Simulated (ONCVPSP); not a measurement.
**Germanium: generating and testing an ONCV potential**

Aim: build the potential from the settings below, then test how well it stands in for the atom: other configurations, scattering, ghost states and the plane-wave cutoff that it needs.

The numbers are computed with ONCVPSP 4.0.1.1 (patched build) (LDA (Perdew-Wang 92), scalar-relativistic, spin-unpolarised reference atom).

### Step 1. The atom and the settings

The settings as typed:

```
element                 : germanium (Ge, Z = 32)
type                    : optimised norm-conserving Vanderbilt (ONCV)
frozen core             : [Ar]
valence charge          : 14
reference configuration : 3d10 4s2 4p1.75 (charge +0.25)
partial waves           : 4s: rc 1.90 bohr, ncon 4, nbas 8, qcut 3.1 1/bohr, 2 projectors, debl 0.9 Ha; 4p: rc 1.80 bohr, ncon 4, nbas 7, qcut 3.9 1/bohr, 3 projectors, debl 1 Ha; 3d: rc 1.25 bohr, ncon 4, nbas 9, qcut 13.7 1/bohr, 2 projectors, debl 2.3 Ha
local potential         : polynomial inside 0.95 bohr (lpopt 5, dvloc0 4 Ha)
core correction         : polynomial model core, fcfact 0.15
```

### Step 2. The generation run

Ge.dat reads:

```
# ATOM AND REFERENCE CONFIGURATION
# atsym  z   nc   nv     iexc    psfile
  Ge 32.00    5    3  -001012      upf
#
#   n    l    f
    1    0    2.00
    2    0    2.00
    2    1    6.00
    3    0    2.00
    3    1    6.00
    3    2   10.00
    4    0    2.00
    4    1    1.75
#
# PSEUDOPOTENTIAL AND OPTIMIZATION
# lmax
    2
#
#   l,   rc,      ep,       ncon, nbas, qcut
    0    1.90    0.00    4    8    3.10
    1    1.80    0.00    4    7    3.90
    2    1.25    0.00    4    9   13.70
#
# LOCAL POTENTIAL
# lloc, lpopt,  rc(5),   dvloc0
    4    5    0.95    4.00
#
# VANDERBILT-KLEINMAN-BYLANDER PROJECTORs
# l, nproj, debl
    0    2    0.90
    1    3    1.00
    2    2    2.30
#
# MODEL CORE CHARGE
# icmod, fcfact, rcfact
    1    0.15    0.00
#
# LOG DERIVATIVE ANALYSIS
# epsh1, epsh2, depsh
   -3.00    5.00    0.02
#
# OUTPUT GRID
# rlmax, drl
    6.00    0.01
#
# TEST CONFIGURATIONS
# ncnf
    4
# nvcnf
#   n    l    f
    3
    3    2   10.00
    4    0    2.00
    4    1    2.00
#
    3
    3    2   10.00
    4    0    2.00
    4    1    1.00
#
    3
    3    2   10.00
    4    0    2.00
    4    1    0.00
#
    3
    3    2   10.00
    4    0    0.00
    4    1    0.00
#
```

Run with:

```sh
$ oncvpsp.x < Ge.dat > Ge.out
```

The output, Ge.out (without the consistency checks and plot data):

```text
ONCVPSP  (Optimized Norm-Conservinng Vanderbilt PSeudopotential)
scalar-relativistic version 4.0.1.1, modified

#   n    l    f        energy (Ha)
    1    0    2.00    -4.0215605E+02
    2    0    2.00    -5.0401817E+01
    2    1    6.00    -4.4103314E+01
    3    0    2.00    -6.2398239E+00
    3    1    6.00    -4.3158743E+00
    3    2   10.00    -1.1616924E+00
    4    0    2.00    -5.0853437E-01
    4    1    1.75    -2.1147584E-01

Reference configufation results
  iterations    25
  all-electron total energy (Ha)   -2.09585453D+03

Begin loop to  construct optimized pseudo wave functions
and semi-local pseudopoentials for all angular momenta

   Wellstate for l =  0  n =  5
     eigenvalue =   0.3915
     asymptotic potential =   0.8915
     half-point radius =  4.2411

Calculating optimized projector #   1

 for l=   0

    Fraction of norm inside rc  0.463181
    Optimizing pswf for qcut=   3.09 a_B^-1,  ecut=   4.79 Ha
    Residual kinetic energy error=  8.43D-03 Ha

    Energy error per electron        Cutoff
         Ha          eV             Ha
         0.01000     0.27211        4.51
         0.00100     0.02721       27.05
         0.00010     0.00272       46.82
         0.00001     0.00027       57.21

Calculating optimized projector #   2

 for l=   0

    Fraction of norm inside rc  0.167413
    Optimizing pswf for qcut=   3.09 a_B^-1,  ecut=   4.79 Ha
    Residual kinetic energy error=  9.31D-03 Ha

    Energy error per electron        Cutoff
         Ha          eV             Ha
         0.01000     0.27211        4.66
         0.00100     0.02721       12.60
         0.00010     0.00272       39.02
         0.00001     0.00027       64.86

   Wellstate for l =  1  n =  5
     eigenvalue =   0.7885
     asymptotic potential =   1.2885
     half-point radius =  3.9229

   Wellstate for l =  1  n =  6
     eigenvalue =   1.7885
     asymptotic potential =   2.2885
     half-point radius =  4.2850

Calculating optimized projector #   1

 for l=   1

    Fraction of norm inside rc  0.197151
    Optimizing pswf for qcut=   3.89 a_B^-1,  ecut=   7.57 Ha
    Residual kinetic energy error=  7.12D-04 Ha

    Energy error per electron        Cutoff
         Ha          eV             Ha
         0.01000     0.27211        1.97
         0.00100     0.02721        6.92
         0.00010     0.00272       18.98
         0.00001     0.00027       38.77

Calculating optimized projector #   2

 for l=   1

    Fraction of norm inside rc  0.189276
    Optimizing pswf for qcut=   3.89 a_B^-1,  ecut=   7.57 Ha
    Residual kinetic energy error=  2.47D-03 Ha

    Energy error per electron        Cutoff
         Ha          eV             Ha
         0.01000     0.27211        3.12
         0.00100     0.02721       18.17
         0.00010     0.00272       57.31
         0.00001     0.00027       66.55

Calculating optimized projector #   3

 for l=   1

    Fraction of norm inside rc  0.117851
    Optimizing pswf for qcut=   3.89 a_B^-1,  ecut=   7.57 Ha
    Residual kinetic energy error=  3.91D-03 Ha

    Energy error per electron        Cutoff
         Ha          eV             Ha
         0.01000     0.27211        5.61
         0.00100     0.02721       17.01
         0.00010     0.00272       78.66
         0.00001     0.00027       89.95

   Wellstate for l =  2  n =  5
     eigenvalue =   1.1383
     asymptotic potential =   1.6383
     half-point radius =  4.3825

Calculating optimized projector #   1

 for l=   2

    Fraction of norm inside rc  0.900821
    Optimizing pswf for qcut=  13.71 a_B^-1,  ecut=  94.02 Ha
    Residual kinetic energy error=  6.49D-07 Ha

    Energy error per electron        Cutoff
         Ha          eV             Ha
         0.01000     0.27211       62.05
         0.00100     0.02721       72.40
         0.00010     0.00272       80.36
         0.00001     0.00027       86.72

Calculating optimized projector #   2

 for l=   2

    Fraction of norm inside rc  0.041834
    Optimizing pswf for qcut=  13.71 a_B^-1,  ecut=  94.02 Ha
    Residual kinetic energy error=  6.46D-07 Ha

    Energy error per electron        Cutoff
         Ha          eV             Ha
         0.01000     0.27211       53.19
         0.00100     0.02721       66.99
         0.00010     0.00272       77.60
         0.00001     0.00027       85.68

Construct Vanderbilt / Kleinmman-Bylander projectors

B matrix Hermiticity error, ll=   0
   1   2    5.1828E-05

  Orthonormal projector coefficients  9.4367E+00  2.5295E+00

B matrix Hermiticity error, ll=   1
   1   2    4.4515E-05
   1   3   -8.4149E-05
   2   3    4.9801E-05

  Orthonormal projector coefficients -4.1631E+01  5.7126E+00  1.1843E+00

B matrix Hermiticity error, ll=   2
   1   2   -2.4466E-04

  Orthonormal projector coefficients -1.6050E+01 -4.9492E+00

Model core correction analysis
  based on d2Exc/dn_idn_j

d2excae - all-electron derivatives

   -3.242119D-02   -5.882202D-03   -2.792315D-03
   -5.881883D-03   -1.445532D-02   -7.740921D-03
   -2.792277D-03   -7.741787D-03   -4.270786D-03

d2excps - pseudofunction derivatives with no core correction

   -5.181602D-02   -7.511274D-03   -3.051367D-03
   -7.511030D-03   -1.479322D-02   -8.164822D-03
   -3.051358D-03   -8.165765D-03   -4.595587D-03

rms 2nd derivative error    6.516481E-03

Polynomial model core charge

d2excps - pseudofunction derivatives with core correction

   -4.505089D-02   -6.541115D-03   -2.690570D-03
   -6.540864D-03   -1.391907D-02   -7.738788D-03
   -2.690540D-03   -7.739618D-03   -4.382112D-03

rms 2nd derivative error    4.225561E-03

Pseudoatom total energy  -89.822556

Diagnostic tests using Vanderbilt-Kleinman-Bylander pseudopotentials
  1 or more projectors used as specified by nproj input data

   l    rcore       rmatch      e in        delta e   norm test  slope test

   0   1.9083862   1.9663290  -0.5085344  -0.0000025   1.0000327   1.0000455
   0   1.9083862   1.9663290   0.3914656  -0.0000007   1.0001632   1.0001632

   1   1.8083582   1.8632638  -0.2114758   0.0000010   1.0000225   1.0000145
   1   1.8083582   1.8632638   0.7885242   0.0000059   1.0001367   1.0001367
   1   1.8083582   1.8632638   1.7885242   0.0000028   1.0001976   1.0001976

   2   1.2554737   1.2935926  -1.1616924  -0.0000073   1.0002013   1.0002221
   2   1.2554737   1.2935926   1.1383076   0.0000417   1.0002906   1.0002906

 Testing for bound ghosts
   n   l    E NL Schr. Eq   E Basis Diag.   E Cutoff

   1   0       -0.508537       -0.506552     71.69

       1                       -3.250935     91.84  WARNING - GHOST(-)
   2   1       -0.211475       -0.190242     91.84

   3   2       -1.161700       -1.161413    281.74

 Testing for highly-localized positive-energy ghosts
       l    <radius>/rc     E Basis Diag.   E Cutoff

       0        0.937193        1.083873     71.69  WARNING - GHOST(+)

       1        0.499848       13.946369     91.84  WARNING - GHOST(+)

       1        0.973111       29.450764     91.84  WARNING - GHOST(+)

Test configuration 0

   n   l     f        eae           eps        diff
   1   0  2.0000 -402.15605500
   2   0  2.0000  -50.40181704
   2   1  6.0000  -44.10331395
   3   0  2.0000   -6.23982389
   3   1  6.0000   -4.31587431
   3   2 10.0000   -1.16169241   -1.16169967   -7.26D-06
   4   0  2.0000   -0.50853437   -0.50853683   -2.46D-06
   4   1  1.7500   -0.21147584   -0.21147482    1.01D-06

    Total energies and differences
      AE_ref= -2.09585453D+03  AE_tst= -2.09585453D+03  dif=  0.00D+00
      PS_ref= -8.98225565D+01  PS_tst= -8.98225565D+01  dif=  2.75D-11
      PSP excitation error= -2.75D-11

Test configuration 1

   n   l     f        eae           eps        diff
   1   0  2.0000 -402.08006791
   2   0  2.0000  -50.32627815
   2   1  6.0000  -44.02771123
   3   0  2.0000   -6.16429471
   3   1  6.0000   -4.24034169
   3   2 10.0000   -1.08628908   -1.08669062   -4.02D-04
   4   0  2.0000   -0.43899520   -0.43900564   -1.04D-05
   4   1  2.0000   -0.14871438   -0.14870878    5.61D-06

    Total energies and differences
      AE_ref= -2.09585453D+03  AE_tst= -2.09589946D+03  dif= -4.49D-02
      PS_ref= -8.98225565D+01  PS_tst= -8.98674923D+01  dif= -4.49D-02
      PSP excitation error=  5.08D-06

Test configuration 2

   n   l     f        eae           eps        diff
   1   0  2.0000 -402.41701054
   2   0  2.0000  -50.66024650
   2   1  6.0000  -44.36208384
   3   0  2.0000   -6.49803710
   3   1  6.0000   -4.57407500
   3   2 10.0000   -1.41913436   -1.41737953    1.75D-03
   4   0  2.0000   -0.74021131   -0.74020867    2.64D-06
   4   1  1.0000   -0.42146137   -0.42148506   -2.37D-05

    Total energies and differences
      AE_ref= -2.09585453D+03  AE_tst= -2.09561905D+03  dif=  2.35D-01
      PS_ref= -8.98225565D+01  PS_tst= -8.95870351D+01  dif=  2.36D-01
      PSP excitation error= -3.96D-05

Test configuration 3

   n   l     f        eae           eps        diff
   1   0  2.0000 -402.82842097
   2   0  2.0000  -51.06508515
   2   1  6.0000  -44.76777488
   3   0  2.0000   -6.90192104
   3   1  6.0000   -4.97785661
   3   2 10.0000   -1.82088312   -1.81539941    5.48D-03
   4   0  2.0000   -1.08894223   -1.08900453   -6.23D-05

    Total energies and differences
      AE_ref= -2.09585453D+03  AE_tst= -2.09504172D+03  dif=  8.13D-01
      PS_ref= -8.98225565D+01  PS_tst= -8.90095806D+01  dif=  8.13D-01
      PSP excitation error= -1.68D-04

Test configuration 4

   n   l     f        eae           eps        diff
   1   0  2.0000 -403.93165668
   2   0  2.0000  -52.13911078
   2   1  6.0000  -45.84438754
   3   0  2.0000   -7.97556398
   3   1  6.0000   -6.05004126
   3   2 10.0000   -2.88074802   -2.88014823    6.00D-04

    Total energies and differences
      AE_ref= -2.09585453D+03  AE_tst= -2.09203319D+03  dif=  3.82D+00
      PS_ref= -8.98225565D+01  PS_tst= -8.59968411D+01  dif=  3.83D+00
      PSP excitation error= -4.37D-03
```

Wall time 5.7 s (1 thread of Neoverse-N1, shared host).

Partial waves on a coarse radial grid (AE all-electron, PS pseudo):

| r (bohr) | 3d AE | 3d PS | 4s AE | 4s PS |
| --- | --- | --- | --- | --- |
| 0.095 | 0.1496 | 0.0230 | 0.1437 | 0.0339 |
| 0.190 | 0.5325 | 0.1626 | 0.1600 | 0.0668 |
| 0.285 | 0.8743 | 0.4506 | -0.1009 | 0.0990 |
| 0.380 | 1.0748 | 0.8129 | -0.2997 | 0.1327 |
| 0.475 | 1.1475 | 1.1219 | -0.3547 | 0.1707 |
| 0.570 | 1.1338 | 1.2801 | -0.2947 | 0.2146 |
| 0.665 | 1.0713 | 1.2695 | -0.1685 | 0.2638 |
| 0.760 | 0.9853 | 1.1445 | -0.0151 | 0.3156 |
| 0.855 | 0.8908 | 0.9804 | 0.1411 | 0.3675 |
| 0.950 | 0.7964 | 0.8314 | 0.2857 | 0.4182 |
| 1.045 | 0.7065 | 0.7148 | 0.4119 | 0.4688 |
| 1.140 | 0.6235 | 0.6241 | 0.5169 | 0.5214 |
| 1.235 | 0.5480 | 0.5479 | 0.6009 | 0.5768 |
| 1.330 | 0.4804 | 0.4803 | 0.6651 | 0.6328 |
| 1.425 | 0.4201 | 0.4201 | 0.7114 | 0.6846 |
| 1.520 | 0.3669 | 0.3669 | 0.7422 | 0.7260 |
| 1.615 | 0.3200 | 0.3200 | 0.7597 | 0.7528 |
| 1.710 | 0.2789 | 0.2788 | 0.7660 | 0.7643 |
| 1.805 | 0.2428 | 0.2428 | 0.7631 | 0.7630 |
| 1.900 | 0.2113 | 0.2113 | 0.7528 | 0.7528 |
| 1.995 | 0.1838 | 0.1837 | 0.7365 | 0.7364 |
| 2.090 | 0.1598 | 0.1597 | 0.7155 | 0.7155 |
| 2.185 | 0.1389 | 0.1388 | 0.6910 | 0.6910 |
| 2.280 | 0.1206 | 0.1206 | 0.6640 | 0.6639 |
| 2.375 | 0.1048 | 0.1048 | 0.6351 | 0.6351 |
| 2.470 | 0.0910 | 0.0910 | 0.6052 | 0.6052 |

Densities times 4π (e/bohr³); a dash where the program caps the true core:

| r (bohr) | pseudo valence | true core | model core |
| --- | --- | --- | --- |
| 0.095 | 0.8417 | – | 11.16 |
| 0.285 | 25.25 | 205.1 | 10.9 |
| 0.475 | 56.07 | 65.13 | 9.709 |
| 0.665 | 36.84 | 28.64 | 7.415 |
| 0.855 | 13.62 | 9.29 | 4.595 |
| 1.045 | 5.221 | 2.702 | 2.172 |
| 1.235 | 2.581 | 0.7579 | 0.7467 |
| 1.425 | 1.534 | 0.2107 | 0.2107 |
| 1.615 | 1.037 | 0.05884 | 0.05884 |
| 1.805 | 0.7357 | 0.0165 | 0.0165 |
| 1.995 | 0.5321 | 0.004673 | 0.004673 |
| 2.185 | 0.3888 | 0.001336 | 0.001336 |
| 2.375 | 0.2852 | 0.000385 | 0.000385 |

### Step 3. Transferability, from the output's test configurations

Energies count from the reference configuration 3d10 4s2 4p1.75; the error is all-electron less pseudo.

```csv
valence configuration,charge,ΔE all-electron (eV),error AE − PS (meV)
3d10 4s2 4p2,0,-1.223,+0.1
3d10 4s2 4p1,+1,6.408,-1.1
3d10 4s2 4p0,+2,22.118,-4.6
3d10 4s0 4p0,+4,103.984,-119
```

### Step 4. Logarithmic derivatives

Taken from the files of the generation run. The phase is arctan(r·R′/R) of the radial function R, unwrapped, with energies in Ha. A pole is an energy at which the radial function vanishes at the test radius. The pseudo phase is shifted by a multiple of π to meet the all-electron one at the reference energy. Levels narrower than the energy grid can be missing from the poles. The last column is the largest difference on the grid between −0.5 and +0.5 Ha.

| channel | radius (bohr) | reference (Ha) | poles AE | poles PS | window around the reference with phases within 0.05 rad (Ha) | largest difference near zero (rad) |
| --- | --- | --- | --- | --- | --- | --- |
| s | 1.93 | -0.51 | 1.14 | 1.08, 1.17 | below 1.1 | 0.000 |
| p | 1.83 | -0.21 | 2.40 | 2.40 | the whole range | 0.000 |
| d | 1.27 | -1.16 | -0.59 | -0.59 | the whole range | 0.000 |

Phases (rad) along the scan:

| E (Ha) | p AE | p PS | s AE | s PS |
| --- | --- | --- | --- | --- |
| -2.98 | 1.250 | 1.264 | 1.221 | 1.220 |
| -2.54 | 1.202 | 1.206 | 1.157 | 1.156 |
| -2.10 | 1.135 | 1.136 | 1.050 | 1.049 |
| -1.66 | 1.030 | 1.031 | 0.841 | 0.840 |
| -1.22 | 0.844 | 0.844 | 0.342 | 0.342 |
| -0.78 | 0.463 | 0.463 | -0.561 | -0.561 |
| -0.34 | -0.244 | -0.244 | -1.112 | -1.112 |
| 0.10 | -0.871 | -0.871 | -1.344 | -1.344 |
| 0.54 | -1.183 | -1.183 | -1.466 | -1.466 |
| 0.98 | -1.343 | -1.343 | -1.546 | -1.547 |
| 1.42 | -1.440 | -1.440 | -1.609 | -4.749 |
| 1.86 | -1.507 | -1.507 | -1.667 | -4.806 |
| 2.30 | -1.560 | -1.560 | -1.732 | -4.869 |
| 2.74 | -1.607 | -1.607 | -1.816 | -4.950 |
| 3.18 | -1.652 | -1.652 | -1.954 | -5.078 |
| 3.62 | -1.702 | -1.702 | -2.251 | -5.343 |
| 4.06 | -1.765 | -1.764 | -3.050 | -6.057 |
| 4.50 | -1.856 | -1.852 | -3.951 | -7.018 |
| 4.94 | -2.017 | -2.005 | -4.296 | -7.410 |

### Step 5. Plane-wave cutoff and ghosts

From the same output: the cutoffs (Ha) at which the residual kinetic energy of the hardest occupied pseudo-wave falls to 1 and 0.1 mHa per electron are 72 Ha and 80 Ha.

The program's own ghost test: GHOST(-) flagged for p at -88.5 eV; GHOST(+) flagged for s at 29.5 eV, p at 379.5 eV, p at 801.4 eV.

Cutoff (Ha) at which the first wave of each channel reaches a given error (Ha per electron):

| error | s | p | d |
| --- | --- | --- | --- |
| 1.0e-02 | 4.5 | 2.0 | 62.1 |
| 3.2e-03 | 10.4 | 3.1 | 67.5 |
| 1.0e-03 | 27.1 | 6.9 | 72.4 |
| 3.2e-04 | 42.3 | 9.4 | 76.6 |
| 1.0e-04 | 46.8 | 19.0 | 80.4 |
| 3.2e-05 | 50.3 | 33.8 | 83.8 |
| 1.0e-05 | 57.2 | 38.8 | 86.7 |

### Step 6. Summary of results

| quantity | value |
| --- | --- |
| cutoffs for 1 and 0.1 mHa per electron, occupied waves | 72 Ha and 80 Ha |
| bound ghosts | p at -88.46 eV |
| GHOST(+) flags | s at 29 eV, p at 380 eV, p at 801 eV |
| largest test error (AE − PS) | -119 meV, for 3d10 4s0 4p0 |
| largest phase difference near zero energy, channels read | 0.000 rad |
| rms error of d²Exc/dn², without and with the model core | 6.52 and 4.23 mHa |

What this shows: A bound ghost (p) makes it unfit for use: electrons can fall into a state that the atom doesn't have. The worst unpolarised test, 3d10 4s0 4p0, is off by 119 meV on 104.0 eV; by total energies transferability rates as fair for so large an energy. That test lies far up in energy; among those under 40 eV, nearer to bonding, the largest error is 4.6 meV. The potential is very hard: the looser tolerance needs 72 Ha. At the looser tolerance the 3d wave is the slowest; 4s needs 27 Ha. Near zero energy the phases of the channels with partial waves agree within 0.001 rad. The program also flags highly localised states, GHOST(+) (s, p).
